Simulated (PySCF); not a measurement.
# GeH6N2: the cost of one run

Programs: PySCF 2.14.0, with density-fitted response routines of our own. Each step states its level of theory. These are calculated values for one molecule in the gas phase, unless marked as measured. Atoms are numbered from 0 throughout.

### 1 The molecule as given

9 atoms, charge 0, multiplicity 1; geometry from: GFN2-xTB. The atoms were then displaced at random by about 0.01 Å, so the start is not that level's minimum.

Bonds of the start (Å): N0–Ge1 1.84, Ge1–N2 1.84, N0–H3 0.98, N0–H4 1.01, Ge1–H5 1.50, Ge1–H6 1.51, N2–H7 0.98, N2–H8 0.98.

### 2 Relaxing the molecule at PBE0-D3(BJ)/def2-SVP

The job: settings as JSON, then the geometry in Å.

```
{"job": {"xc": "PBE0", "basis": "def2-SVP", "d3": "d3bj", "grid": 1, "shake": 0.01, "kind": "geom"}, "charge": 0, "multiplicity": 1}
N      1.596320    -0.202860     0.249600
Ge    -0.040690     0.626260     0.150830
N     -1.373470    -0.591490    -0.183490
H      1.662760    -0.967370     0.866290
H      2.015530    -0.440240    -0.635890
H     -0.350450     1.194870     1.500950
H      0.122640     1.722880    -0.874300
H     -2.287000    -0.254060    -0.088830
H     -1.287830    -1.105130    -1.018910
```

Command:

```sh
> OMP_NUM_THREADS=1 python probes_run.py task.json out
```

The driver reads the jobs from task.json and runs them one after another.

Q: Estimate the wall time and peak memory of this first job on 1 thread of Arm Neoverse V2, shared host.

About 23 s, with a peak of 0.38 GiB.
